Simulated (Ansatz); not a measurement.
# H2OTe: the cost of one run

The runs use Ansatz 0.2.0, Gaussian basis; single points in def2-TZVPP.

Correlated methods freeze the cores. Filled d shells of the heavier atoms are correlated. Core potentials replace the inner electrons past krypton, and spin-orbit coupling is left out.

1 further run of the same task is left out (it didn't finish).

### 1 The system as given

SMILES `O[TeH]`, 4 atoms, charge 0, spin multiplicity 1.

Atoms are counted from 1 here; the program's logs count them from 0.

Bond lengths: O1–Te2 2.032 Å, O1–H3 0.932 Å, Te2–H4 1.647 Å. Angles: Te2–O1–H3 113.3°, O1–Te2–H4 92.2°.

Coordinates:

```xyz
4

O    -0.4813   -0.7127    0.6455
Te    0.4400    1.0513    0.2355
H     0.0883   -1.4488    0.5897
H    -0.1525    1.0754   -1.3010
```

### 2 PBE-D4/def2-TZVPP

File run/in.yaml:

```yaml
crystal:
  periodic: [false, false, false]
  atoms:
    - {symbol: O, position_ang: [-0.481327, -0.712725, 0.645465]}
    - {symbol: Te, position_ang: [0.439955, 1.051264, 0.235497]}
    - {symbol: H, position_ang: [0.088261, -1.448756, 0.589693]}
    - {symbol: H, position_ang: [-0.152478, 1.075414, -1.301025]}
basis:
  gaussian: {orbitals: def2-TZVPP}
hamiltonian: {xc: pbe, dispersion: d4}
output: {forces: true}
```

On the command line:

```
$ ansatz run in.yaml --threads 2 --pin off --events-out ev --progress --plain --max-ram 3481MiB
```

**Question.** How long does this run take on 2 threads of Arm Neoverse V1, shared host, and how much memory does it need?

About 1.4 s, with a peak of 0.1 GiB.
